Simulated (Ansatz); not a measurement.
# CH9B2NO2Si: the cost of one run

All numbers below are computed with Ansatz 0.2.0 (RKS LDA/STO-3G).

## (1) The starting structure

Bond lengths (14 of 15 bonds, heavy atoms first): B1–N2 1.580 Å, N2–B3 1.550 Å, B3–O4 1.498 Å, O4–C5 1.399 Å, B3–Si6 1.916 Å, Si6–O7 1.699 Å, B1–H8 1.136 Å, B1–H9 1.226 Å, N2–H10 1.036 Å, C5–H11 1.077 Å, C5–H12 1.093 Å, C5–H13 1.099 Å, Si6–H14 1.497 Å, Si6–H15 1.486 Å. Angles (14 of 23 angles, heavy atoms first): B1–N2–B3 109.3°, N2–B3–O4 115.9°, N2–B3–Si6 119.4°, O4–B3–Si6 124.7°, B3–O4–C5 109.2°, B3–Si6–O7 109.2°, B1–N2–H10 105.7°, B3–N2–H10 109.4°, N2–B1–H8 119.8°, N2–B1–H9 115.4°, O4–C5–H11 107.2°, O4–C5–H12 113.5°, O4–C5–H13 109.3°, B3–Si6–H14 110.3°.

Structure file:

```xyz
16

B     1.5483   -0.4934    2.0235
N     0.9094    0.5558    1.0302
B    -0.1207   -0.1615    0.1205
O     0.4261   -1.2372   -0.7675
C     0.6823   -0.7015   -2.0338
Si   -1.9698    0.3282    0.2273
O    -2.1403    1.9629   -0.2025
H     2.1676   -1.3539    1.6142
H     1.4363   -0.2257    3.2148
H     1.6937    0.9075    0.4511
H     0.9929   -1.5160   -2.6665
H    -0.1813   -0.1990   -2.4779
H     1.4834    0.0463   -1.9555
H    -2.4847    0.1122    1.6165
H    -2.7317   -0.5490   -0.6985
H    -1.7343    2.5016    0.5485
```

## (2) Relaxing end A

File input.yaml:

```yaml
crystal:
  periodic: [false, false, false]
  atoms:
    - { symbol: B, position_ang: [1.5483, -0.4934, 2.0235] }
    - { symbol: "N", position_ang: [0.9094, 0.5558, 1.0302] }
    - { symbol: B, position_ang: [-0.1207, -0.1615, 0.1205] }
    - { symbol: O, position_ang: [0.4261, -1.2372, -0.7675] }
    - { symbol: C, position_ang: [0.6823, -0.7015, -2.0338] }
    - { symbol: Si, position_ang: [-1.9698, 0.3282, 0.2273] }
    - { symbol: O, position_ang: [-2.1403, 1.9629, -0.2025] }
    - { symbol: H, position_ang: [2.1676, -1.3539, 1.6142] }
    - { symbol: H, position_ang: [1.4363, -0.2257, 3.2148] }
    - { symbol: H, position_ang: [1.6937, 0.9075, 0.4511] }
    - { symbol: H, position_ang: [0.9929, -1.516, -2.6665] }
    - { symbol: H, position_ang: [-0.1813, -0.199, -2.4779] }
    - { symbol: H, position_ang: [1.4834, 0.0463, -1.9555] }
    - { symbol: H, position_ang: [-2.4847, 0.1122, 1.6165] }
    - { symbol: H, position_ang: [-2.7317, -0.549, -0.6985] }
    - { symbol: H, position_ang: [-1.7343, 2.5016, 0.5485] }
basis:
  gaussian: { orbitals: STO-3G }
hamiltonian:
  xc: lda
relax:
  f_tol: 0.015
  max_steps: 40
```

Launch:

```sh
ansatz run input.yaml --threads 1 --pin off --max-ram 2048MiB --backend cpu --events-out ev --progress --plain --runs-dir out
```

**Question.** How long does this run take on 1 thread of AMD EPYC 9R45 (Zen 5), shared host, and how much memory does it need?

About 43 s, with a peak of 0.2 GiB.
